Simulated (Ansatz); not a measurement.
# GeAsH3 (singlet): the correlation ladder, cc-pVTZ

An exercise on one series of results from a longer session: the logs are not shown, and one member is left open.

Method: cc-pVTZ, core rule «outside noble gas», up to 28 orbitals frozen; program: Ansatz 0.2.0, Gaussian basis.

Plan: UHF; CCSD(T) on RHF; CCSD(T) on UHF; BCCD(T) on RHF; CCSDT(Q) on RHF; CCSDT(Q) on UHF; CASSCF and NEVPT2, 12 electrons in 11 orbitals.

4 further runs of the same task are left out: 4 set aside as unsound or not needed.

## What is computed

The geometry is a PBE0/def2-TZVP stationary point (not a proven minimum) of the parent state, kept for this charge and spin. No spin-orbit coupling is included. The filled d shell of Ge, As may be among the frozen orbitals whatever the setting's name suggests; the logs give the count.

5 atoms, charge 0, spin multiplicity 1.

Atoms are counted from 1 here; the program's logs count them from 0.

Bond lengths: Ge1–As2 2.414 Å, Ge1–H3 1.557 Å, As2–H4 1.522 Å, As2–H5 1.522 Å. Angles: As2–Ge1–H3 114.2°, Ge1–As2–H4 97.6°, Ge1–As2–H5 97.6°, H4–As2–H5 92.8°.

As a file:

```xyz
5
charge 0, multiplicity 1
Ge    0.0000    0.0646    1.2302
As    0.0000   -0.0704   -1.1802
H     0.0000   -1.3178    1.9461
H     1.1017    0.9471   -1.4382
H    -1.1017    0.9471   -1.4382
```

The first run:

in.yaml reads:

```yaml
crystal:
  periodic: [false, false, false]
  atoms:
    - {symbol: Ge, position_ang: [0.000000, 0.064628, 1.230152]}
    - {symbol: As, position_ang: [0.000000, -0.070415, -1.180173]}
    - {symbol: H, position_ang: [0.000000, -1.317769, 1.946080]}
    - {symbol: H, position_ang: [1.101747, 0.947133, -1.438211]}
    - {symbol: H, position_ang: [-1.101747, 0.947133, -1.438211]}
basis:
  gaussian: {orbitals: cc-pVTZ}
magnetization: {spin_polarized: true, initial_magnetization: 0}
hamiltonian: {xc: hf}
output: {orbitals: {seedname: orbitals}}
```

Launch:

```console
> ansatz run in.yaml --threads 1 --pin off --events-out ev --progress --plain --max-ram 2560MiB --backend cpu
```

Steps of the session up to this table: UHF; CCSD(T) on RHF; CCSD(T) on UHF; BCCD(T) on RHF; CCSDT(Q) on RHF; CCSDT(Q) on UHF; CASSCF and NEVPT2, 12 electrons in 11 orbitals.

One of the session's tables, all rows but one given; the rest of the session is left out.

```
        method  from RCCSDT(Q) (kcal/mol)
           RHF                    +182.00
           UHF                    +176.10
          RMP2                     +33.37
          UMP2                     +35.10
         RCCSD                      +7.94
         UCCSD                      +8.48
      RCCSD(T)                      +1.20
      UCCSD(T)                          ?
       BCCD(T)                      +1.17
        RCCSDT                      +0.36
        UCCSDT                      +0.56
     RCCSDT(Q)                          0
     UCCSDT(Q)                      +0.13
CASSCF valence                    +129.30
NEVPT2 valence                     +31.42
```

**Question.** Estimate the row for UCCSD(T).

The run gave: from RCCSDT(Q) (kcal/mol): +1.74. In the column «from RCCSDT(Q) (kcal/mol)» it lies between RCCSD(T) (+1.20) and RCCSD (+7.94).

Limits of these values: The determinant is far from a pure spin state, so its energy mixes those of several spin states (harmless only where they are near-degenerate, as at dissociation). Restricted and unrestricted rows rest on different reference determinants; where their highest levels disagree by more than a few hundredths of an eV, they describe different states and don't form one ladder.
